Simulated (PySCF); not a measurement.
# GeSi2H8 (SMILES [SiH3][GeH2][SiH3]): MP2/6-311G(d,p)

What is the vertical ionisation energy of GeSi2H8 at MP2/6-311G**? The job is set up through a Python script.

The results are computed with PySCF 2.14.0.

## 1. The structure to begin with

GeSi2H8 has 11 atoms, charge 0, and is taken as a singlet. SMILES: `[SiH3][GeH2][SiH3]`. The shape is that of a PBE0-D4/def2-TZVP optimisation.

Bond lengths: Si1–Ge2 2.379 Å, Ge2–Si3 2.379 Å, Si1–H4 1.487 Å, Si1–H5 1.487 Å, Si1–H6 1.487 Å, Ge2–H7 1.541 Å, Ge2–H8 1.541 Å, Si3–H9 1.487 Å, Si3–H10 1.487 Å, Si3–H11 1.487 Å. Some angles: Si1–Ge2–Si3 111.0°, Si1–Ge2–H7 109.6°, Si1–Ge2–H8 109.6°, Si3–Ge2–H7 109.6°, Si3–Ge2–H8 109.5°, Ge2–Si1–H4 109.7°, Ge2–Si1–H5 109.7°, Ge2–Si1–H6 111.0°, Ge2–Si3–H9 111.0°, Ge2–Si3–H10 109.7°.

## 2. The energy at MP2/6-311G(d,p)

job.py

```python
# [SiH3][GeH2][SiH3]
from pyscf import gto, scf, mp

mol = gto.M(
    atom='''
Si    -2.344583     2.456833    -1.602299
Ge    -0.656680    -0.051778     1.723997
Si     2.874084    -2.444172     0.303679
H     -3.145449     0.799921    -3.726162
H     -0.380213     4.233553    -2.540926
H     -4.563122     3.939134    -0.721875
H      0.152879     1.669195     3.928363
H     -2.712891    -1.852310     2.727820
H      3.935733    -4.007164     2.383323
H      4.874738    -0.711860    -0.641373
H      2.088903    -4.139256    -1.795429
''',
    basis='6-311g**',
    max_memory=1860,
    verbose=3,
    charge=0,
    unit='bohr',
)

hf = scf.RHF(mol)
hf.conv_tol = 1e-10
hf.kernel()
if not hf.converged:
    hf = hf.newton().run(hf.mo_coeff, hf.mo_occ)

pt = mp.MP2(hf, frozen=19).run()
energy = pt.e_tot
print('Final energy', energy)
```

Started as:

```console
$ OMP_NUM_THREADS=1 python job.py
```

The program printed:

```text
converged SCF energy = -2657.85252970677
E(RMP2) = -2658.32490623688  E_corr = -0.472376530112426
E(SCS-RMP2) = -2658.32844434494  E_corr = -0.475914638169466
Final energy -2658.3249062368814
```

Wall time 8.4 s (1 thread of Arm Neoverse V1, shared host); peak memory 0.67 GiB.

## 3. The doublet cation

run.py

```python
from pyscf import gto, mp

molecule = gto.M(
    atom='''
Si    -1.240700     1.300100    -0.847900
Ge    -0.347500    -0.027400     0.912300
Si     1.520900    -1.293400     0.160700
H     -1.664500     0.423300    -1.971800
H     -0.201200     2.240300    -1.344600
H     -2.414700     2.084500    -0.382000
H      0.080900     0.883300     2.078800
H     -1.435600    -0.980200     1.443500
H      2.082700    -2.120500     1.261200
H      2.579600    -0.376700    -0.339400
H      1.105400    -2.190400    -0.950100
''',
    charge=1,
    verbose=3,
    basis='6-311g**',
    max_memory=1860,
    spin=1,
)

mf = molecule.UHF()
mf.conv_tol = 1e-10
mf.kernel()
if not mf.converged:
    mf = mf.newton().run(mf.mo_coeff, mf.mo_occ)

pt = mp.MP2(mf, frozen=19).run()
etot = pt.e_tot
print(f'total energy: {etot:.8f} hartree')
```

Started as:

```console
$ OMP_NUM_THREADS=1 python run.py
```

The program printed:

```text
converged SCF energy = -2657.51305217464  <S^2> = 0.78222548  2S+1 = 2.03197
E(UMP2) = -2657.96468537204  E_corr = -0.451633197405427
E(SCS-UMP2) = -2657.96904129723  E_corr = -0.45598912258938
total energy: -2657.96468537 hartree
```

It took 35 s on 1 thread of Arm Neoverse V1, shared host; peak memory 1 GiB.

## 4. Summary of results

Level: MP2/6-311G**, 19 core orbitals frozen.

| quantity | value |
| --- | --- |
| singlet GeSi2H8: total energy | -2658.32491 Eh |
| singlet GeSi2H8: dipole moment (Hartree–Fock density) | 0.02 D |
| singlet GeSi2H8: HOMO energy (Hartree–Fock orbitals) | -10.32 eV |
| singlet GeSi2H8: LUMO energy (Hartree–Fock orbitals) | 2.84 eV |
| singlet GeSi2H8: HOMO–LUMO gap (Hartree–Fock orbitals) | 13.16 eV |
| singlet GeSi2H8: correlation energy (19 core orbitals frozen) | -472.4 mEh |
| doublet cation: total energy | -2657.96469 Eh |
| doublet cation: HOMO energy (Hartree–Fock orbitals) (highest over α and β) | -16.22 eV |
| doublet cation: LUMO energy (Hartree–Fock orbitals) (lowest over α and β) | -8.18 eV |
| doublet cation: correlation energy (19 core orbitals frozen) | -451.6 mEh |
| doublet cation: ⟨S²⟩ of the reference determinant | 0.782 |
| vertical ionisation energy (to the doublet cation) | 9.802 eV |

In words: Removing an electron at fixed nuclei costs 9.80 eV (946 kJ/mol). Mulliken charges (singlet GeSi2H8) of the mean-field density run from -0.18 on H4 to +0.66 on Si1; they depend strongly on the basis.
